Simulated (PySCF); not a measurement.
**SrH under other conditions**

How does SrH answer to another spin, charge, distance or environment?

Method: method and basis as typed in the scripts; program: PySCF 2.14.0.

1 further run of the same task is left out (for a known fault of the program).

### Step 1. The starting structure

SrH: 2 atoms, charge 0, spin multiplicity 2.

Bond lengths: Sr1–H2 2.334 Å.

### Step 2. The base run

File input.py:

```python
from pyscf import gto, scf, mp

mol = gto.M(
    atom='Sr 0 0 0; H 0 0 2.334',
    basis='def2-svpd',
    ecp={'Sr': 'def2-svpd'},
    charge=0,
    spin=1,
    symmetry=True,
    verbose=3,
)
mf = scf.UHF(mol)
mf.kernel()
mp.MP2(mf).kernel()
mf.dip_moment()
print('orbital energies (hartree):', [e[max(0, n-3):n+3].round(4) for e, n in zip(mf.mo_energy, mol.nelec)])
```

On the command line:

```sh
$ python input.py
```

Its log is not repeated here.

It gives: E(SCF) = -30.887128 Eh, E(MP2) − E(SCF) = -0.08461 Eh, ⟨S²⟩ = 0.755, μ = 3.32 D (of the SCF density).

The bond length is a typed value, not an optimised one.

### Step 3. Bond 2.404 Å

Edit 1 changes bond length: 2.334 Å → 2.404 Å.

File input.py:

```python
from pyscf import gto, scf, mp

mol = gto.M(
    atom='Sr 0 0 0; H 0 0 2.404',
    basis='def2-svpd',
    ecp={'Sr': 'def2-svpd'},
    charge=0,
    spin=1,
    symmetry=True,
    verbose=3,
)
mf = scf.UHF(mol)
mf.kernel()
mp.MP2(mf).kernel()
mf.dip_moment()
print('orbital energies (hartree):', [e[max(0, n-3):n+3].round(4) for e, n in zip(mf.mo_energy, mol.nelec)])
```

On the command line:

```sh
$ python input.py
```

### Step 4. Bond 1.867 Å

Edit 2 changes bond length: 2.334 Å → 1.867 Å.

input.py: that of step 2 with these lines changed.

```diff
@@ -3,3 +3,3 @@
 mol = gto.M(
-    atom='Sr 0 0 0; H 0 0 2.334',
+    atom='Sr 0 0 0; H 0 0 1.867',
     basis='def2-svpd',
```

### Step 5. Bond 2.171 Å

Edit 3 changes bond length: 2.334 Å → 2.171 Å.

input.py: that of step 2 with these lines changed.

```diff
@@ -3,3 +3,3 @@
 mol = gto.M(
-    atom='Sr 0 0 0; H 0 0 2.334',
+    atom='Sr 0 0 0; H 0 0 2.171',
     basis='def2-svpd',
```

What does the calculation give? Wanted: for each run, E(SCF); from base; SCF dipole; after the SCF.

The runs gave:

```csv
run,E(SCF) (hartree),from base (eV),SCF dipole (D),after the SCF
base,-30.887128,0,3.32,MP2 correlation -2.302 eV
bond 2.404 Å,-30.885502,+0.0442,3.58,MP2 correlation -2.286 eV
bond 1.867 Å,-30.872158,+0.4073,1.81,MP2 correlation -2.485 eV
bond 2.171 Å,-30.888112,-0.0268,2.75,MP2 correlation -2.351 eV
```

In words: The largest comparable shift of the SCF energy, +0.407 eV, comes with the run “bond 1.867 Å”.
